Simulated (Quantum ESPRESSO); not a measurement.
# Al2W2O (Cmmm) in Quantum ESPRESSO: reference runs

Aim: a first look at Al2W2O with PBE, on the cell as given.

Everything below comes from runs of Quantum ESPRESSO 7.5. Logs are shortened: lines on timing, memory, paths and dates and some standing lists are left out, and cuts for length are marked.

**1. The structure**

Symmetry: Cmmm, No. 65, orthorhombic system. The conventional cell has a = 7.104 Å, b = 7.547 Å, c = 3.451 Å, α = 90.00°, β = 90.00°, γ = 90.00°. Al (site symmetry 2mm) is surrounded by 1 Al at 1.69 Å. Around W (site symmetry m2m) lie 2 Al at 1.96 Å and 1 O at 2.00 Å. O (site symmetry mmm) is surrounded by 2 W at 2.00 Å.

The cell was built by a generator and needn't be a form met in nature.

**2. Single point, PBE**

pw.in reads:

```
&CONTROL
  calculation = 'scf'
  prefix = 'pwscf'
  outdir = './tmp'
  pseudo_dir = './pseudo'
  tprnfor = .true.
  tstress = .true.
  disk_io = 'nowf'
/
&SYSTEM
  ibrav = 0
  nat = 5
  ntyp = 3
  ecutwfc = 55
  ecutrho = 440
  nbnd = 28
  occupations = 'smearing'
  smearing = 'fd'
  degauss = 0.00367493
/
&ELECTRONS
  conv_thr = 1d-09
  electron_maxstep = 120
  mixing_beta = 0.5
/
ATOMIC_SPECIES
Al    26.9815 Al.pbe-n-kjpaw_psl.1.0.0.UPF
W    183.8400 W_pbe_v1.2.uspp.F.UPF
O     15.9990 O.pbe-n-kjpaw_psl.0.1.UPF
CELL_PARAMETERS angstrom
   3.5521386200   -3.7735573600    0.0000000000
   3.5521386200    3.7735573600    0.0000000000
   0.0000000000    0.0000000000    3.4514494300
ATOMIC_POSITIONS crystal
Al     0.3813830000    0.3813830000    0.0000000000
Al     0.6186170000    0.6186170000    0.0000000000
W      0.7350852900    0.2649147100    0.0000000000
W      0.2649147100    0.7350852900    0.0000000000
O      0.0000000000    0.0000000000    0.0000000000
K_POINTS automatic
5 5 8 0 0 0
```

Potentials or basis: SSSP 1.3 efficiency PBE.

On the command line:

```bash
$ OMP_NUM_THREADS=1 pw.x -in pw.in > pw.out
```

pw.out:

```text
This program is part of the open-source Quantum ESPRESSO suite
     for quantum simulation of materials; please cite
         "P. Giannozzi et al., J. Phys.:Condens. Matter 21 395502 (2009);
         "P. Giannozzi et al., J. Phys.:Condens. Matter 29 465901 (2017);
         "P. Giannozzi et al., J. Chem. Phys. 152 154105 (2020);
     in publications or presentations arising from this work. More details at

     file Al.pbe-n-kjpaw_psl.1.0.0.UPF: wavefunction(s)  3S 3P renormalized
     file O.pbe-n-kjpaw_psl.0.1.UPF: wavefunction(s)  2P renormalized
     Message from routine setup:
     using ibrav=0 with symmetry is DISCOURAGED, use correct ibrav instead

     G-vector sticks info
     --------------------
     sticks:   dense  smooth     PW     G-vecs:    dense   smooth      PW
     Sum        3351    1671    495                97393    34433    5399

     Using Slab Decomposition

     bravais-lattice index     =            0
     lattice parameter (alat)  =       9.7933  a.u.
     unit-cell volume          =     624.4087 (a.u.)^3
     number of atoms/cell      =            5
     number of atomic types    =            3
     number of electrons       =        40.00
     number of Kohn-Sham states=           28
     kinetic-energy cutoff     =      55.0000  Ry
     charge density cutoff     =     440.0000  Ry
     scf convergence threshold =      1.0E-09
     mixing beta               =       0.5000
     number of iterations used =            8  plain     mixing
     Exchange-correlation= SLA  PW   PBX  PBC
                           (   1   4   3   4   0   0   0)

     celldm(1)=   9.793345  celldm(2)=   0.000000  celldm(3)=   0.000000
     celldm(4)=   0.000000  celldm(5)=   0.000000  celldm(6)=   0.000000

     crystal axes: (cart. coord. in units of alat)
               a(1) = (   0.685422  -0.728147   0.000000 )
               a(2) = (   0.685422   0.728147   0.000000 )
               a(3) = (   0.000000   0.000000   0.665992 )

     reciprocal axes: (cart. coord. in units 2 pi/alat)
               b(1) = (  0.729478 -0.686675  0.000000 )
               b(2) = (  0.729478  0.686675 -0.000000 )
               b(3) = ( -0.000000  0.000000  1.501518 )

     PseudoPot. # 1 for Al read from file:
     Al.pbe-n-kjpaw_psl.1.0.0.UPF
     Pseudo is Projector augmented-wave + core cor, Zval =  3.0
     Generated using "atomic" code by A. Dal Corso  v.5.1
     Shape of augmentation charge: PSQ
     Using radial grid of 1135 points,  6 beta functions with:
                l(1) =   0
                l(2) =   0
                l(3) =   1
                l(4) =   1
                l(5) =   2
                l(6) =   2
     Q(r) pseudized with 0 coefficients

     PseudoPot. # 2 for W  read from file:
     W_pbe_v1.2.uspp.F.UPF
     Pseudo is Ultrasoft + core correction, Zval = 14.0
     Generated by new atomic code, or converted to UPF format
     Using radial grid of  923 points,  8 beta functions with:
                l(1) =   0
                l(2) =   0
                l(3) =   0
                l(4) =   1
                l(5) =   1
                l(6) =   2
                l(7) =   2
                l(8) =   3
     Q(r) pseudized with  6 coefficients,  rinner =    1.350   1.350   1.350
                                                       1.350   1.350   1.350
                                                       1.350

     PseudoPot. # 3 for O  read from file:
     O.pbe-n-kjpaw_psl.0.1.UPF
     Pseudo is Projector augmented-wave + core cor, Zval =  6.0
     Generated using "atomic" code by A. Dal Corso  v.5.0.99 svn rev. 10869
     Shape of augmentation charge: BESSEL
     Using radial grid of 1095 points,  4 beta functions with:
                l(1) =   0
                l(2) =   0
                l(3) =   1
                l(4) =   1
     Q(r) pseudized with 0 coefficients

     atomic species   valence    mass     pseudopotential
     Al                3.00    26.98150     Al( 1.00)
     W                14.00   183.84000     W ( 1.00)
     O                 6.00    15.99900     O ( 1.00)

      8 Sym. Ops., with inversion, found

   Cartesian axes

     site n.     atom                  positions (alat units)
         1        Al     tau(   1) = (   0.5228162  -0.0000000   0.0000000  )
         2        Al     tau(   2) = (   0.8480268   0.0000000   0.0000000  )
         3        W      tau(   3) = (   0.6854215  -0.3423531   0.0000000  )
         4        W      tau(   4) = (   0.6854215   0.3423531   0.0000000  )
         5        O      tau(   5) = (   0.0000000   0.0000000   0.0000000  )

     number of k points=    45  Fermi-Dirac smearing, width (Ry)=  0.0037
                       cart. coord. in units 2pi/alat
        k(    1) = (   0.0000000   0.0000000   0.0000000), wk =   0.0100000
        k(    2) = (   0.0000000   0.0000000   0.1876898), wk =   0.0200000
        k(    3) = (   0.0000000   0.0000000   0.3753796), wk =   0.0200000
        k(    4) = (   0.0000000   0.0000000   0.5630694), wk =   0.0200000
        k(    5) = (   0.0000000   0.0000000  -0.7507592), wk =   0.0100000
        k(    6) = (   0.1458956   0.1373350   0.0000000), wk =   0.0400000
[... 37 lines left out ...]
        k(   44) = (  -0.0000000  -0.5493400   0.5630694), wk =   0.0400000
        k(   45) = (   0.0000000  -0.5493400  -0.7507592), wk =   0.0200000

     Dense  grid:    97393 G-vectors     FFT dimensions: (  72,  72,  45)

     Smooth grid:    34433 G-vectors     FFT dimensions: (  48,  48,  32)

     Initial potential from superposition of free atoms

     starting charge      39.7947, renormalised to      40.0000

     negative rho (up, down):  1.276E-01 0.000E+00
     Starting wfcs are   38 randomized atomic wfcs

     Self-consistent Calculation

     iteration #  1     ecut=    55.00 Ry     beta= 0.50
     Davidson diagonalization with overlap
     ethr =  1.00E-02,  avg # of iterations =  2.8

     negative rho (up, down):  1.323E-01 0.000E+00
[... 94 lines left out ...]
     iteration # 12     ecut=    55.00 Ry     beta= 0.50
     Davidson diagonalization with overlap
     ethr =  3.68E-12,  avg # of iterations =  4.4

     negative rho (up, down):  1.366E-01 0.000E+00

     End of self-consistent calculation

          k = 0.0000 0.0000 0.0000 (  4321 PWs)   bands (ev):

   -64.0607 -64.0538 -28.9258 -28.8428 -28.3704 -28.3368 -28.2555 -28.2492
    -9.4039   1.8209   2.8830   3.4010   5.6125   5.7135   7.7824   7.8092
     7.8496   8.5723   8.7073   9.5186  10.0016  10.0223  10.4921  10.8067
    11.4564  13.3990  14.2768  14.8771
[... 17 lines left out ...]
   -64.0588 -64.0519 -28.9191 -28.8371 -28.3642 -28.3314 -28.3229 -28.3150
    -9.3290   2.9691   2.9863   3.7821   4.6211   5.7144   6.4950   8.1718
     8.2258   8.3632   9.0026   9.5239  10.4849  10.8589  11.1107  11.5721
    11.7231  12.8743  12.8964  15.5568

          k = 0.0000 0.0000-0.7508 (  4304 PWs)   bands (ev):

   -64.0585 -64.0516 -28.9179 -28.8361 -28.3632 -28.3344 -28.3305 -28.3262
    -9.3160   2.9831   3.3631   3.8540   4.4454   5.3144   6.5479   8.0460
     8.2364   8.3576   9.0065   9.2781  10.9832  11.3072  11.5349  11.8904
    12.1043  12.7049  13.1701  13.4155
[... 24 lines left out ...]
   -64.0585 -64.0521 -28.9130 -28.8437 -28.3627 -28.3332 -28.3221 -28.3158
    -9.3179   2.1039   3.7616   4.2383   4.6535   5.7277   6.5495   7.8208
     8.1562   8.5741   9.1502   9.3961   9.8855  10.4263  10.6885  11.0193
    12.9016  12.9996  13.4592  15.1078

          k = 0.1459 0.1373-0.7508 (  4314 PWs)   bands (ev):

   -64.0582 -64.0518 -28.9119 -28.8427 -28.3617 -28.3336 -28.3322 -28.3270
    -9.3051   2.2350   3.9009   4.4827   4.5230   5.2012   6.6694   7.9521
     8.0064   8.4556   9.1336   9.2219   9.9378  10.5690  11.4351  12.2492
    12.5997  12.9835  13.2087  13.6489
[... 24 lines left out ...]
   -64.0580 -64.0526 -28.8995 -28.8582 -28.3599 -28.3365 -28.3202 -28.3177
    -9.2999   1.6189   4.0912   4.6976   4.9936   6.0319   6.4778   7.6403
     7.9505   8.6198   8.8270   9.3006   9.3873   9.6554  10.4732  11.1064
    13.0900  13.1627  14.2079  14.9244

          k = 0.2918 0.2747-0.7508 (  4316 PWs)   bands (ev):

   -64.0577 -64.0523 -28.8984 -28.8572 -28.3588 -28.3355 -28.3316 -28.3290
    -9.2874   1.7398   4.2190   4.5646   5.0136   5.7662   6.6518   7.7917
     7.9861   8.4996   8.5390   9.2664   9.3666   9.6778  11.3023  12.3661
    12.6236  12.8847  13.7904  14.0410
[... 24 lines left out ...]
   -64.0583 -64.0524 -28.9214 -28.8357 -28.3515 -28.3448 -28.3211 -28.3168
    -9.3189   2.8890   2.9434   4.3942   4.5223   5.8202   6.5389   8.1165
     8.4334   8.5251   8.6081   8.7832   8.9860  10.7760  10.8126  11.2438
    13.0451  13.3639  14.4909  14.8630

          k = 0.2918-0.0000-0.7508 (  4300 PWs)   bands (ev):

   -64.0580 -64.0520 -28.9202 -28.8347 -28.3505 -28.3438 -28.3326 -28.3280
    -9.3061   2.9598   3.2086   4.2830   4.5150   5.4976   6.6572   8.2790
     8.4591   8.4697   8.5508   8.6327   8.7169  11.2376  12.0963  12.1509
    12.7044  12.7841  13.2993  13.9282
[... 24 lines left out ...]
   -64.0578 -64.0528 -28.9165 -28.8414 -28.3681 -28.3285 -28.3194 -28.3186
    -9.3048   2.0955   3.8071   4.4560   4.9390   5.8992   6.4800   7.4477
     7.9854   8.3750   8.8379   9.0882   9.3233  10.4768  10.5860  11.1048
    12.7263  13.4834  14.3475  14.9070

          k = 0.4377 0.1373-0.7508 (  4292 PWs)   bands (ev):

   -64.0575 -64.0525 -28.9154 -28.8404 -28.3670 -28.3307 -28.3299 -28.3276
    -9.2923   2.2206   4.0316   4.2309   5.0484   5.5263   6.7057   7.6944
     7.8024   8.2584   8.6986   8.8766   9.3753  10.5936  11.6658  12.2941
    12.6885  12.7907  13.1917  14.1037
[... 24 lines left out ...]
   -64.0578 -64.0528 -28.9017 -28.8564 -28.3771 -28.3206 -28.3194 -28.3173
    -9.2951   1.6339   4.2291   4.4920   5.1615   6.0345   6.5886   7.0079
     7.7573   8.8320   9.0933   9.4125   9.5430  10.2011  10.2597  11.1547
    12.3554  13.0416  14.0063  14.3138

          k =-0.1459-0.4120-0.7508 (  4308 PWs)   bands (ev):

   -64.0575 -64.0525 -28.9006 -28.8554 -28.3761 -28.3320 -28.3286 -28.3185
    -9.2827   1.7512   4.3584   4.3590   5.3008   5.6548   6.7814   7.1766
     7.5201   8.8059   9.0561   9.4233   9.4318  10.2602  10.8245  12.3466
    12.3832  12.9821  13.0669  14.1731
[... 24 lines left out ...]
   -64.0582 -64.0524 -28.8983 -28.8591 -28.3750 -28.3219 -28.3211 -28.3160
    -9.3032   1.6396   4.0529   4.5852   4.8353   5.8569   6.7881   7.2758
     7.8860   8.9115   9.3144   9.3313   9.7192  10.3139  11.0264  11.2985
    11.5351  12.8707  13.6685  14.1999

          k = 0.0000-0.2747-0.7508 (  4300 PWs)   bands (ev):

   -64.0579 -64.0521 -28.8972 -28.8581 -28.3739 -28.3334 -28.3272 -28.3202
    -9.2907   1.7593   4.1295   4.5943   5.0150   5.3548   6.9037   7.4318
     7.6457   8.9120   9.3340   9.3587   9.5329  10.8462  11.1957  11.6877
    12.3323  13.0002  13.1614  13.3628
[... 24 lines left out ...]
   -64.0575 -64.0531 -28.9251 -28.8334 -28.3837 -28.3196 -28.3183 -28.3131
    -9.3031   2.8914   3.0982   4.3405   4.7041   6.2126   6.7523   6.9387
     7.9027   7.9148   8.5686   9.5553   9.9109  10.3821  10.9592  11.2958
    12.0473  13.7003  14.0355  14.2554

          k = 0.5836-0.0000-0.7508 (  4266 PWs)   bands (ev):

   -64.0572 -64.0528 -28.9239 -28.8324 -28.3827 -28.3309 -28.3297 -28.3122
    -9.2907   2.9129   3.4581   4.0410   4.7520   5.9752   7.0922   7.1498
     7.3765   7.9595   8.4363   9.4495   9.9941  11.2992  11.3049  12.0355
    12.4241  12.7753  12.9829  14.4961
[... 24 lines left out ...]
   -64.0575 -64.0531 -28.9187 -28.8400 -28.3874 -28.3203 -28.3176 -28.3094
    -9.2971   2.1272   3.9909   4.5184   4.6070   6.1831   6.6752   6.7734
     7.6092   8.3124   8.8451   9.9245   9.9835  10.2475  10.7261  11.2186
    12.0351  13.0289  13.4753  14.7855

          k = 0.0000-0.5493-0.7508 (  4272 PWs)   bands (ev):

   -64.0571 -64.0528 -28.9175 -28.8390 -28.3863 -28.3317 -28.3289 -28.3085
    -9.2848   2.2418   4.0864   4.5056   4.5963   5.8621   6.8674   7.1031
     7.2084   8.2650   8.7626   9.7817  10.3284  10.6901  10.8487  12.1695
    12.1998  12.7868  13.1745  13.9086

     the Fermi energy is     9.3865 ev

!    total energy              =    -437.14956132 Ry
     estimated scf accuracy    <          3.6E-10 Ry
     smearing contrib. (-TS)   =      -0.00433337 Ry
     internal energy E=F+TS    =    -437.14522795 Ry

     The total energy is F=E-TS. E is the sum of the following terms:
     one-electron contribution =    -142.27021210 Ry
     hartree contribution      =      84.04630326 Ry
     xc contribution           =     -95.57732524 Ry
     ewald contribution        =    -204.12231070 Ry
     one-center paw contrib.   =     -79.22168317 Ry

     convergence has been achieved in  12 iterations

     negative rho (up, down):  1.366E-01 0.000E+00

     Forces acting on atoms (cartesian axes, Ry/au):

     atom    1 type  1   force =    -1.24485682   -0.00000000    0.00000000
     atom    2 type  1   force =     1.24485682    0.00000000    0.00000000
     atom    3 type  2   force =     0.00000000   -0.96680401    0.00000000
     atom    4 type  2   force =    -0.00000000    0.96680401    0.00000000
     atom    5 type  3   force =     0.00000000    0.00000000    0.00000000

     Total force =     2.229071     Total SCF correction =     0.000009

     Computing stress (Cartesian axis) and pressure

     negative rho (up, down):  1.366E-01 0.000E+00
          total   stress  (Ry/bohr**3)                   (kbar)     P=      656.85
   0.00504111  -0.00000000   0.00000000          741.57       -0.00        0.00
  -0.00000000   0.00960509   0.00000000           -0.00     1412.96        0.00
   0.00000000   0.00000000  -0.00125073            0.00        0.00     -183.99

=------------------------------------------------------------------------------=
   JOB DONE.
=------------------------------------------------------------------------------=
```

Run time: 98 s. Hardware: 1 thread of Intel Xeon 6975P-C (Granite Rapids), shared host; peak memory 0.75 GiB.

What came out:

* Free energy: -5947.7228 eV
* Pressure: 65.7 GPa
* Largest force: 32.007 eV/Å
* Band gap on the k mesh: none (metal or under the smearing width)

Forces in eV/Å, atoms in the order of the input:
```
Al  -32.007   0.000   0.000
Al   32.007   0.000   0.000
W     0.000 -24.858   0.000
W     0.000  24.858   0.000
O     0.000   0.000   0.000
```

Caveat: a pressure of tens of GPa on the cell as given is suspect, and the run, the potentials or the cell itself is likely at fault; forces of over 1 eV/Å show positions far from the minimum, so gaps and moduli don't describe the material at rest. Spin-orbit coupling is left out, which matters for the levels of W.
